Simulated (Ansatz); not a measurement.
# ZnO (zincite): band edges up the ladder

An exercise on one series of results from a longer session: the logs are not shown, and one member is left open.

Program: Ansatz 0.2.0. Level of theory: DFT PBE, scalar-relativistic, plane waves, PAW. These are calculated values, not measurements.

That is the level of the relaxation; later steps name their own.

## The system as given

Symmetry: P6_3mc, No. 186, hexagonal system. The conventional cell has a = 3.279 Å, b = 3.279 Å, c = 5.293 Å, α = 90.00°, β = 90.00°, γ = 120.00°. Around Zn (site symmetry 3m) lie 4 O at 2.00 to 2.01 Å. Around O (site symmetry 3m) lie 4 Zn at 2.00 to 2.01 Å.

As a file:

```
Zn O
1.0
     3.27949    0.00000    0.00000
    -1.63974    2.84012    0.00000
     0.00000    0.00000    5.29327
Zn O
2 2
Direct
  0.33333 0.66667 0.49997
  0.66667 0.33333 0.99997
  0.66667 0.33333 0.37904
  0.33333 0.66667 0.87904
```

This cell was relaxed beforehand with the same method: volume 12.33 Å³/atom, gap on the mesh 0.74 eV.

Set-up of the first run:

The input, input.yaml:

```yaml
crystal:
  lattice:
    - [3.2794860218, 0.0, 0.0]
    - [-1.6397430109, 2.8401182063, 0.0]
    - [0.0, 0.0, 5.2932739833]
  atoms:
    - { symbol: Zn, position: [0.3333333333, 0.6666666667, 0.4999685891] }
    - { symbol: Zn, position: [0.6666666667, 0.3333333333, -3.14109e-05] }
    - { symbol: O, position: [0.6666666667, 0.3333333333, 0.3790414109] }
    - { symbol: O, position: [0.3333333333, 0.6666666667, 0.8790414109] }
basis:
  ecutwfc: 250
kpoints:
  mp_grid: { grid: [6, 6, 2] }
  band_path:
    path:
      - [0.0, 0.0, 0.0]
      - [0.5, 0.0, 0.0]
      - [0.3333333333, 0.3333333333, 0.0]
      - [0.0, 0.0, 0.5]
      - [0.5, 0.0, 0.5]
      - [0.3333333333, 0.3333333333, 0.5]
    npoints: 1
hamiltonian:
  xc: pbe
scf:
  occupations: { method: gaussian, width: 0.02 }
  n_extra_bands: 5
output:
  forces: true
  stress: true
  eigenvalues: true
```

Command:

```bash
ansatz run input.yaml --threads 2 --pin off --max-ram 5120MiB --backend cpu --events-out ev --progress --plain --runs-dir out
```

Among the steps run: The run at PBE, 250 eV and coarse mesh; Levels with LDA; Levels with PBE0; The run at Hartree-Fock.

One of the session's tables, all rows but one given; the rest of the session is left out.

```
                      level  gap (eV)  least direct gap (eV)
PBE, 250 eV and coarse mesh      0.85                   0.85
                        LDA      0.67                   0.67
                       PBE0      3.11                   3.11
               Hartree-Fock         ?                      ?
```

Estimate the missing values for Hartree-Fock.

As computed: gap (eV): 11.12; least direct gap (eV): 11.12. In the column «gap (eV)» it is the highest.

Gaps are by band count over the mesh and the named points; a gap of 0 means that the bands overlap or touch.

Limits of these values: The settings are coarse, so take the values as rough. Warnings in the runs' records: cutoff below recommended.
